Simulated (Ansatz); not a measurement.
Task: an all-electron equation of state of Sn, space group Immm, with the Ansatz DFT code, driven from Python. Give the script and its output. Use (first run): PBEsol, LAPW, the default cutoff (150 eV here), 1×1×1 k-points, Fermi-Dirac smearing of 0.1 eV.

```xyz
1
Lattice="-1.7265 1.7755 2.3383 1.7265 -1.7755 2.3383 1.7265 1.7755 -2.3383" Properties=species:S:1:pos:R:3 pbc="T T T"
Sn    0.0000    0.0000    0.0000
```

The script, `sn_eos_lapw.py`:
```python
import ansatz as az
from ase.eos import EquationOfState
from ase.units import GPa
import numpy as np

config = {
    'xc': 'pbesol',
    'kgrid': (1, 1, 1),
    'smearing': 'fermi_dirac',
    'width_ev': 0.1,
    'max_scf': 50,
}

VECTORS = np.array([
    [-1.726539, 1.775547, 2.338342],
    [1.726539, -1.775547, 2.338342],
    [1.726539, 1.775547, -2.338342],
])
SITES = [
    ('Sn', [0.0, 0.0, 0.0]),
]


def make_crystal(cell):
    crystal = az.Crystal(lattice=az.Lattice.of(cell))
    for symbol, position in SITES:
        crystal = crystal.atom(symbol, position)
    return crystal

volumes, energies = [], []
for scale in np.linspace(0.94, 1.06, 7):
    cell = VECTORS * scale ** (1 / 3)
    model = (
        make_crystal(cell).calculation()
        .functional(config['xc'])
        .kpoints(*config['kgrid'])
        .occupations(config['smearing'], width=config['width_ev'])
        .scf(max_iterations=config['max_scf'])
        .pseudopotentials('all_electron', lapw=True, basis_error=0.002)
    )
    summary = model.run(threads=1, backend='cpu').report
    volumes.append(abs(np.linalg.det(cell)) / len(SITES))
    energies.append(summary['free_energy_ev'] / len(SITES))
    print(f'{scale:.3f} {volumes[-1]:9.4f} A^3/atom {energies[-1]:16.5f} eV/atom  (estimated basis error {1000 * summary["lapw_basis_errors"]["total_ev_per_atom"]:.2f} meV/atom)')
v0, e0, bulk = EquationOfState(volumes, energies, eos='birchmurnaghan').fit()
print(f'V0 = {v0:.4f} A^3/atom, B0 = {bulk / GPa:.1f} GPa')
```

```console
$ python sn_eos_lapw.py
0.940   26.9528 A^3/atom    -168004.37220 eV/atom  (estimated basis error 0.61 meV/atom)
0.960   27.5263 A^3/atom    -168004.57011 eV/atom  (estimated basis error 0.59 meV/atom)
0.980   28.0998 A^3/atom    -168004.75863 eV/atom  (estimated basis error 0.56 meV/atom)
1.000   28.6732 A^3/atom    -168004.93832 eV/atom  (estimated basis error 0.53 meV/atom)
1.020   29.2467 A^3/atom    -168005.10965 eV/atom  (estimated basis error 0.51 meV/atom)
1.040   29.8202 A^3/atom    -168005.27310 eV/atom  (estimated basis error 0.49 meV/atom)
1.060   30.3936 A^3/atom    -168005.42910 eV/atom  (estimated basis error 0.47 meV/atom)
UserWarning: The minimum volume of your fit is not in your volumes.  You may not have a minimum in your dataset!
V0 = 56.9138 A^3/atom, B0 = 28.9 GPa
```
(Warnings from the package without file and line.)

The input holds a mistake (a single k-point is too coarse for this small cell), so what it prints is no property of Sn. Shape and fractional positions are held along the curve, so the bulk modulus is an upper value where they are free to relax, by a factor of two or more in layered or hydrogen-bonded cells. Energy and stress may still move on a finer k-point mesh. This isn't the structure that Sn takes at ambient conditions. Wall time of the script: 7.4 s on 1 thread of Intel(R) Xeon(R) Processor @ 2.30GHz (shared host), peak memory 0.35 GiB.
